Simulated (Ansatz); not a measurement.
# Be2Re2Ge3P2: the cost of one run

Program: Ansatz 0.2.0. Level of theory: DFT PBE, scalar-relativistic, plane waves, PAW, unless a step names another level. These are calculated values, not measurements.

11 further runs of the same task are left out: 1 that didn't finish, 10 set aside as unsound or not needed.

## Step 1: What the formula suggests

Pauling electronegativities: Be 1.57, Re 1.90, Ge 2.01, P 2.19 (spread 0.62). The formula balances with common oxidation states: Re +7, Be +2, P -3, Ge -4, a formal count that means little at so small a spread. Tabulated atomic sizes suggest about 16 Å³/atom. 26 candidates were drawn, by swapping species into database cells of other compounds, at random by space group and Wyckoff sites, or by hand, as the table says:

```
name                     made from  space group no.                                  Wyckoff sites  atoms (primitive cell)  V (Å³/atom)
 c01  database cell of Te2Mo3Se2S2              156  Be 1b, 1b; Re 1b, 1b; Ge 1a, 1a, 1b; P 1a, 1a                       9         21.5
 c02                        random                2      Be 1a, 1g; Re 1c, 1h; Ge 2i, 1d; P 1b, 1f                       9         19.3
 c03                        random              123              Be 1b, 1d; Re 2f; Ge 2h, 1c; P 2g                       9         16.6
 c04                        random              183              Be 2b; Re 2b; Ge 2b, 1a; P 1a, 1a                       9         16.0
 c05  database cell of La2Co2Se2O3              139                  Be 4c; Re 4e; Ge 4d, 2b; P 4e                       9         14.8
 c06                        random               99          Be 2c; Re 1a, 1b; Ge 1a, 1b, 1b; P 2c                       9         19.5
 c07   database cell of Sr2Cu3S2O2              139                  Be 4e; Re 4e; Ge 2a, 4d; P 4c                       9         13.8
 c08                        random              187              Be 1b, 1a; Re 2h; Ge 1e, 2i; P 2i                       9         17.3
 c09  database cell of Ba2Zn3As2O2              139                  Be 4e; Re 4c; Ge 2a, 4d; P 4e                       9         15.9
 c10   database cell of Te2W3Se2S2              156  Be 1a, 1a; Re 1c, 1c; Ge 1c, 1c, 1a; P 1a, 1a                       9         21.7
 c11   database cell of Te2W3Se2S2              156  Be 1b, 1b; Re 1a, 1a; Ge 1a, 1a, 1b; P 1b, 1b                       9         21.7
 c12  database cell of Bi2Te2Pb2S3              164                  Be 2c; Re 2d; Ge 2d, 1b; P 2d                       9         16.4
 c13                        random              166                  Be 6c; Re 6c; Ge 9d; P 3a, 3b                       9         19.3
 c14  database cell of Bi2Te2Pb2S3              164                  Be 2d; Re 2d; Ge 2d, 1b; P 2c                       9         16.4
 c15                        random              187          Be 1f, 1a; Re 1d, 1c; Ge 3j; P 1e, 1b                       9         19.3
 c16                        random               25                  Be 2g; Re 2g; Ge 2h, 1c; P 2e                       9         18.0
 c17                        random               71              Be 4h; Re 4j; Ge 2d, 2c, 2a; P 4g                       9         18.3
 c18                        random              166                  Be 6c; Re 3a, 3b; Ge 9e; P 6c                       9         15.6
 c19                        random              189                      Be 2d; Re 2c; Ge 3f; P 2e                       9         16.2
 c20  database cell of Bi2Te2Pb2S3              164                  Be 2d; Re 2c; Ge 2d, 1b; P 2d                       9         16.4
 c21                        random               99              Be 2c; Re 2c; Ge 2c, 1a; P 1a, 1b                       9         17.7
 c22                        random               65              Be 4l; Re 2b, 2c; Ge 4e, 2d; P 4i                       9         18.2
 c23   database cell of Sr2Cu3S2O2              139                  Be 4c; Re 4e; Ge 2a, 4d; P 4e                       9         13.8
 c24                        random               65              Be 4f; Re 2b, 2d; Ge 4g, 2a; P 4j                       9         18.6
 c25                        random              187          Be 1e, 1b; Re 1a, 1c; Ge 1d, 2i; P 2g                       9         18.3
 c26                        random               38              Be 2b, 2a; Re 4c; Ge 4c, 2b; P 4d                       9         19.1
```

## Step 2: Screening run of c15

Contents of input.yaml:

```yaml
crystal:
  lattice:
    - [5.77525745, 0.0, 0.0]
    - [-2.88762873, 5.00151967, 0.0]
    - [0.0, 0.0, 6.00336287]
  atoms:
    - { symbol: Be, position: [0.66666667, 0.33333333, 0.5] }
    - { symbol: Be, position: [0.0, 0.0, 0.0] }
    - { symbol: Re, position: [0.33333333, 0.66666667, 0.5] }
    - { symbol: Re, position: [0.33333333, 0.66666667, 0.0] }
    - { symbol: Ge, position: [0.82128747, 0.17871253, 0.0] }
    - { symbol: Ge, position: [0.82128747, 0.64257494, 0.0] }
    - { symbol: Ge, position: [0.35742506, 0.17871253, 0.0] }
    - { symbol: P, position: [0.66666667, 0.33333333, 0.0] }
    - { symbol: P, position: [0.0, 0.0, 0.5] }
basis:
  ecutwfc: 420
kpoints:
  mp_grid: { grid: [3, 3, 3] }
hamiltonian:
  xc: pbe
scf:
  occupations: { method: gaussian, width: 0.2 }
  lower_state_search: "off"
output:
  forces: true
  stress: true
  eigenvalues: true
relax:
  adjacent_minimum: "off"
  f_tol: 0.08
  max_steps: 16
  cell: { stress_tol: 0.8 }
```

Command:

```console
$ ansatz run input.yaml --threads 1 --pin off --max-ram 2560MiB --backend cpu --events-out ev --progress --plain --runs-dir out
```

**Question.** How long does this run take on 1 thread of Arm Neoverse V2, shared host, and how much memory does it need?

About 100 s, with a peak of 0.45 GiB.
